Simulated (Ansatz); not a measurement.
Crystal: HPbNO4.

```
H Pb N O
1.0
     3.85404    0.14384    0.09012
    -0.25320    5.52698    0.16471
    -0.48197   -1.92720    5.72025
H Pb N O
1 1 1 4
Direct
  0.10913 0.65718 0.54463
  0.61029 0.52127 0.15100
  0.91580 0.96263 0.95867
  0.01384 0.13639 0.88084
  0.72398 0.01057 0.12858
  0.00389 0.73732 0.87043
  0.11927 0.59324 0.37651
```

The cell was built by a generator and needn't be a form met in nature.

Program: Ansatz 0.2.0. Alike in all runs: potentials or basis all-electron LAPW, scalar-relativistic; no spin polarisation; cell as given; smearing fermi-dirac 0.05 eV; basis error allowed 0.002 eV/atom.

**Question.** Order these runs on this cell by their pressure, lowest first.
A. level PBE; k mesh 7 × 5 × 5; cutoff (eV) 730
B. level PBEsol; k mesh 5 × 4 × 4; cutoff (eV) 731
C. level LDA; k mesh 5 × 4 × 4; cutoff (eV) 733
D. level RPBE; k mesh 5 × 4 × 4; cutoff (eV) 729

**Answer.** C (-4.5 GPa), B (-2.2 GPa), A (-0.1 GPa), D (1.9 GPa).
